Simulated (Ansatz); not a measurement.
# AsH− (doublet): the correlation ladder at distance As1–H2 = 2.178 Å, aug-cc-pVDZ

How much of the correlation energy of AsH− (doublet) does each wave-function method recover here?

Computed with Ansatz 0.2.0, Gaussian basis. Level: aug-cc-pVDZ, core rule «outside noble gas», up to 14 orbitals frozen.

Plan: UHF; CCSD(T) on ROHF; CCSD(T) on UHF; BCCD(T) on ROHF; CISD as a restricted active space (open shells left free, so some higher excitations enter); CCSDT(Q) on ROHF; CCSDT(Q) on UHF; CCSDTQ on ROHF; CCSDTQ on UHF; CASSCF and MRCISD+Q, 3 electrons in 3 orbitals; CASSCF and NEVPT2, 3 electrons in 3 orbitals; CASSCF and MRCISD+Q, 7 electrons in 5 orbitals; CASSCF and NEVPT2, 7 electrons in 5 orbitals; Full CI.

1 further run of the same task is left out (for a known fault of the program). Runs told in other sessions of the task aren't counted.

## 1. What is computed

The geometry derives from a PBE0/def2-TZVPD stationary point (not a proven minimum). One bond is set to the value named and the two fragments are kept rigid. No spin-orbit coupling is included. The filled d shell of As may be among the frozen orbitals whatever the setting's name suggests.

2 atoms, charge -1, spin multiplicity 2.

Atoms are counted from 1 here; the program's logs count them from 0.

No contacts short enough for the rule that draws bonds.

## 2. UHF

in.yaml reads:

```yaml
crystal:
  periodic: [false, false, false]
  atoms:
    - {symbol: As, position_ang: [0.000000, 0.000000, 0.000000]}
    - {symbol: H, position_ang: [0.000000, 0.000000, 2.178000]}
basis:
  gaussian: {orbitals: aug-cc-pVDZ}
total_charge: -1
magnetization: {spin_polarized: true, initial_magnetization: 1}
hamiltonian: {xc: hf}
output: {orbitals: {seedname: orbitals}}
```

Run with:

```bash
$ ansatz run in.yaml --threads 1 --pin off --events-out ev --progress --plain --max-ram 4096MiB --backend cpu
```

Further steps of the session: CCSD(T) on ROHF; CCSD(T) on UHF; BCCD(T) on ROHF; CISD as a restricted active space (open shells left free, so some higher excitations enter); CCSDT(Q) on ROHF; CCSDT(Q) on UHF; CCSDTQ on ROHF; CCSDTQ on UHF; CASSCF and MRCISD+Q, 3 electrons in 3 orbitals; CASSCF and NEVPT2, 3 electrons in 3 orbitals; CASSCF and MRCISD+Q, 7 electrons in 5 orbitals; CASSCF and NEVPT2, 7 electrons in 5 orbitals; Full CI.

Q: Predict the results of all the runs planned. Wanted: FCI from the RHF energy; RMP2 from FCI; UMP2 from FCI; RCCSD from FCI; RCCSD(T) from FCI; UCCSD(T) from FCI; RCCSDT(Q) from FCI; UCCSDT(Q) from FCI; NEVPT2 pair from FCI.

**Answer**, as computed:

| quantity | value |
| --- | --- |
| FCI from the ROHF energy | -3.9487 eV |
| RMP2 from FCI | +913.6 meV |
| UMP2 from FCI | +1060.8 meV |
| RCCSD from FCI | +195.2 meV |
| RCCSD(T) from FCI | +43.9 meV |
| UCCSD(T) from FCI | +52.6 meV |
| RCCSDT(Q) from FCI | +2.1 meV |
| UCCSDT(Q) from FCI | +0.7 meV |
| NEVPT2 pair from FCI | +649.8 meV |
| MRCISD+Q pair from FCI | +11.8 meV |
| NEVPT2 valence from FCI | +857.4 meV |
| levels within 1 kcal/mol (43 meV) | RCCSDT, UCCSDT, RCCSDT(Q), UCCSDT(Q), RCCSDTQ, UCCSDTQ, MRCISD+Q pair, MRCISD+Q valence |
| T1 diagnostic | 0.033 |
| effectively unpaired electrons | 1.17 |

In words: RCCSD(T) misses by +43.9 meV, 1.1 % of the correlation energy. One determinant dominates. Of the multireference levels listed MRCISD+Q pair comes nearest in total energy (+11.8 meV), which doesn't show that its space is the better one. These misses are within one basis, not against nature; the frozen cores of restricted and unrestricted runs differ, which can shift their rows.

Levels on UHF freeze UHF's core orbitals, full CI those of ROHF, so the U rows can settle a little off it for that reason alone.

With open shells the CI space here admits some higher excitations, so it is larger than plain CISD.
